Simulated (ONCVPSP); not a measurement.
**Technetium: generating and testing an ONCV potential**

Task: generate the file, and judge it by its errors in other configurations, its logarithmic derivatives, its ghosts and its cutoff.

Method: ONCVPSP 4.0.1, revPBE, scalar-relativistic.

### Step 1. The atom and the settings

The settings as typed:

```
element                 : technetium (Tc, Z = 43)
type                    : optimised norm-conserving Vanderbilt (ONCV)
frozen core             : [Ar] 3d10
valence charge          : 15
reference configuration : 4s2 4p6 4d5 5s2
partial waves           : 4s+5s: rc 1.95 bohr, ncon 3, nbas 7, qcut 6.8 1/bohr, 2 projectors; 4p: rc 1.50 bohr, ncon 3, nbas 7, qcut 10.2 1/bohr, 2 projectors, debl 3.3 Ha; 4d: rc 1.80 bohr, ncon 4, nbas 9, qcut 9.5 1/bohr, 2 projectors, debl 0.5 Ha
local potential         : polynomial inside 1.15 bohr (lpopt 5, dvloc0 0 Ha)
core correction         : Teter function, fcfact 2.75, rcfact 1.35
```

The nodes and maxima of the atom's own shells, from an earlier all-electron run, set the scale for the radii.

All-electron outer shells of the reference configuration (revPBE, scalar-relativistic, ld1.x):

| shell | level (eV) | outermost node (bohr) | outermost maximum (bohr) |
| --- | --- | --- | --- |
| 3d | -249.82 | – | 0.31 |
| 4s | -73.35 | 0.50 | 0.95 |
| 4p | -45.31 | 0.51 | 1.03 |
| 4d | -6.62 | 0.50 | 1.27 |
| 5s | -4.98 | 1.28 | 2.76 |
| 5p | -1.36 | 1.45 | 3.67 |

### Step 2. Generating the potential

The input, Tc.dat:

```
# ATOM AND REFERENCE CONFIGURATION
# atsym  z   nc   nv     iexc    psfile
  Tc 43.00    6    4  -102130      upf
#
#   n    l    f
    1    0    2.00
    2    0    2.00
    2    1    6.00
    3    0    2.00
    3    1    6.00
    3    2   10.00
    4    0    2.00
    4    1    6.00
    4    2    5.00
    5    0    2.00
#
# PSEUDOPOTENTIAL AND OPTIMIZATION
# lmax
    2
#
#   l,   rc,      ep,       ncon, nbas, qcut
    0    1.95    0.00    3    7    6.80
    1    1.50    0.00    3    7   10.20
    2    1.80    0.00    4    9    9.50
#
# LOCAL POTENTIAL
# lloc, lpopt,  rc(5),   dvloc0
    4    5    1.15    0.00
#
# VANDERBILT-KLEINMAN-BYLANDER PROJECTORs
# l, nproj, debl
    0    2    2.20
    1    2    3.30
    2    2    0.50
#
# MODEL CORE CHARGE
# icmod, fcfact, rcfact
    3    2.75    1.35
#
# LOG DERIVATIVE ANALYSIS
# epsh1, epsh2, depsh
   -4.00    5.00    0.02
#
# OUTPUT GRID
# rlmax, drl
    6.00    0.01
#
# TEST CONFIGURATIONS
# ncnf
    4
# nvcnf
#   n    l    f
    4
    4    0    2.00
    4    1    6.00
    4    2    5.00
    5    0    1.00
#
    4
    4    0    2.00
    4    1    6.00
    4    2    5.00
    5    0    0.00
#
    4
    4    0    2.00
    4    1    6.00
    4    2    4.00
    5    0    0.00
#
    4
    4    0    2.00
    4    1    5.00
    4    2    5.00
    5    0    2.00
#
```

Launch:

```console
oncvpsp.x < Tc.dat > Tc.out
```

What does the calculation give? Wanted: cutoffs for 1 and 0.1 mHa per electron, occupied waves; bound ghosts; GHOST(+) flags; largest test error; largest phase difference near zero energy, channels read; rms error of d²Exc/dn², without and with the model core.

As calculated:

| quantity | value |
| --- | --- |
| cutoffs for 1 and 0.1 mHa per electron, occupied waves | 31 Ha and 38 Ha |
| bound ghosts | none found |
| GHOST(+) flags | s at 110 eV |
| largest test error (AE − PS) | -22 meV, for 4s2 4p5 4d5 5s2 |
| largest phase difference near zero energy, channels read | 0.001 rad |
| rms error of d²Exc/dn², without and with the model core | 3.42 and 1.20 mHa |

What this shows: By total energies transferability is good: the largest error is 22 meV on 51.5 eV, for 4s2 4p5 4d5 5s2. The potential is of middling hardness: the looser tolerance needs 31 Ha. At the looser tolerance the 4p wave is the slowest; 4d needs 24 Ha. It is free of bound ghosts as far as tested. Near zero energy the phases of the channels with partial waves agree within 0.001 rad. The program also flags highly localised states, GHOST(+) (s).
